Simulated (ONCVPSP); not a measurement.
**Pseudopotential generation for Ru: ONCV, LDA (Perdew-Wang 92)**

Do these settings give a usable potential? It is generated, then checked for transferability, scattering, ghosts and hardness.

Program: ONCVPSP 4.0.1. Reference atom: LDA (Perdew-Wang 92), scalar-relativistic, spherical and spin-unpolarised. All values are calculated.

**1. The design**

Typed settings, in words:

- element: ruthenium (Ru, Z = 44)
- type: optimised norm-conserving Vanderbilt (ONCV)
- frozen core: [Ar] 3d10
- valence charge: 16
- reference configuration: 4s2 4p6 4d5 (charge +3)
- partial waves: 4s: rc 1.20 bohr, ncon 4, nbas 7, qcut 3.8 1/bohr, 2 projectors, debl 3.6 Ha; 4p: rc 1.75 bohr, ncon 3, nbas 6, qcut 7.4 1/bohr, 1 projector; 4d: rc 2.10 bohr, ncon 4, nbas 9, qcut 7.3 1/bohr, 2 projectors, debl 2.5 Ha
- local potential: polynomial inside 1.00 bohr (lpopt 2, dvloc0 0 Ha)
- core correction: Teter function fitted to the true core (icmod 2), fcfact 0.25

The outer shells as boxes (Hund's rule for the drawing; the calculation is spin-unpolarised):

```
[Ar] core
3d [↑↓][↑↓][↑↓][↑↓][↑↓]
4s [↑↓]
4p [↑↓][↑↓][↑↓]
4d [↑ ][↑ ][↑ ][↑ ][↑ ]
```

An earlier all-electron run gives the scale for the radii.

All-electron outer shells of the reference configuration (LDA (PZ), scalar-relativistic, ld1.x):

```json
{"shell": "4s", "level (eV)": "-111.13", "outermost node (bohr)": "0.48", "outermost maximum (bohr)": "0.91"}
{"shell": "4p", "level (eV)": "-80.83", "outermost node (bohr)": "0.49", "outermost maximum (bohr)": "0.98"}
{"shell": "4d", "level (eV)": "-37.57", "outermost node (bohr)": "0.48", "outermost maximum (bohr)": "1.17"}
{"shell": "5s", "level (eV)": "-29.03", "outermost node (bohr)": "1.20", "outermost maximum (bohr)": "2.29"}
{"shell": "5p", "level (eV)": "-22.14", "outermost node (bohr)": "1.33", "outermost maximum (bohr)": "2.63"}
```

**2. The generation run**

Input file Ru.dat:

```
# ATOM AND REFERENCE CONFIGURATION
# atsym  z   nc   nv     iexc    psfile
  Ru 44.00    6    3  -001012      upf
#
#   n    l    f
    1    0    2.00
    2    0    2.00
    2    1    6.00
    3    0    2.00
    3    1    6.00
    3    2   10.00
    4    0    2.00
    4    1    6.00
    4    2    5.00
#
# PSEUDOPOTENTIAL AND OPTIMIZATION
# lmax
    2
#
#   l,   rc,      ep,       ncon, nbas, qcut
    0    1.20    0.00    4    7    3.80
    1    1.75    0.00    3    6    7.40
    2    2.10    0.00    4    9    7.30
#
# LOCAL POTENTIAL
# lloc, lpopt,  rc(5),   dvloc0
    4    2    1.00    0.00
#
# VANDERBILT-KLEINMAN-BYLANDER PROJECTORs
# l, nproj, debl
    0    2    3.60
    1    1    0.40
    2    2    2.50
#
# MODEL CORE CHARGE
# icmod, fcfact, rcfact
    2    0.25    0.90
#
# LOG DERIVATIVE ANALYSIS
# epsh1, epsh2, depsh
   -6.00    5.00    0.04
#
# OUTPUT GRID
# rlmax, drl
    6.00    0.01
#
# TEST CONFIGURATIONS
# ncnf
    4
# nvcnf
#   n    l    f
    4
    4    0    2.00
    4    1    6.00
    4    2    7.00
    5    0    1.00
#
    3
    4    0    2.00
    4    1    6.00
    4    2    7.00
#
    3
    4    0    2.00
    4    1    6.00
    4    2    6.00
#
    4
    4    0    2.00
    4    1    6.00
    4    2    6.00
    5    0    1.00
#
```

Command:

```console
$ oncvpsp.x < Ru.dat > Ru.out
```

What does the calculation give? Wanted: cutoffs for 1 and 0.1 mHa per electron, occupied waves; bound ghosts; GHOST(+) flags; largest test error; largest phase difference near zero energy, channels read; rms error of d²Exc/dn², without and with the model core; projector energies reset by the program.

**Answer**, as computed:

| quantity | value |
| --- | --- |
| cutoffs for 1 and 0.1 mHa per electron, occupied waves | 86 Ha and 118 Ha |
| bound ghosts | none found |
| GHOST(+) flags | none at low energy |
| largest test error (AE − PS) | +46 meV, for 4s2 4p6 4d7 |
| largest phase difference near zero energy, channels read | 0.546 rad |
| rms error of d²Exc/dn², without and with the model core | 4.89 and 0.68 mHa |
| projector energies reset by the program | s: -4.084, 0.250 Ha |

What this shows: The worst unpolarised test, 4s2 4p6 4d7, is off by 46 meV on 49.3 eV; by total energies transferability rates as fair. That test lies far up in energy; among those under 40 eV, nearer to bonding, the largest error is 20 meV. It counts as very hard, with 86 Ha needed at the looser tolerance. At the looser tolerance the 4s wave is the slowest; 4d needs 19 Ha. The program's ghost test flags no bound state. Of the channels read, p scatters worst near zero energy, by up to 0.55 rad. All of this concerns the isolated atom, not yet a solid.
